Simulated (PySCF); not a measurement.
# O2Zr: the cost of one run

Computed with PySCF 2.14.0 (relaxation, pbe0, def2-tzvpd, and further levels as typed in the inputs, unless a step's input says otherwise).

## Step 1: The starting structure

Bond lengths: Zr1–O2 1.766 Å, Zr1–O3 1.766 Å. Angles: O2–Zr1–O3 107.0°.

Coordinates:

```xyz
3

Zr    0.0000    0.0000    0.0000
O     1.4200    0.0000    1.0500
O    -1.4200    0.0000    1.0500
```

## Step 2: Relaxation: O2Zr

run.py

```python
from pyscf import gto, dft
from pyscf.geomopt.geometric_solver import optimize
mol = gto.M(atom="mol.xyz", basis="def2-tzvpd", verbose=4)
mol.set(ecp='def2-tzvpd').build()
mf = dft.RKS(mol, xc="pbe0").density_fit().run(conv_tol=1e-9)
m = optimize(mf, maxsteps=60)
print("optimised structure (A):")
for k in range(m.natm): print(m.atom_symbol(k), *(f"{x:.8f}" for x in m.atom_coords(unit="A")[k]))
```

Started as:

```bash
python run.py
```

**Question.** How long does this run take on 2 threads of Intel Xeon Platinum 8375C at 2.90GHz (Ice Lake), shared host?

About 38 s.
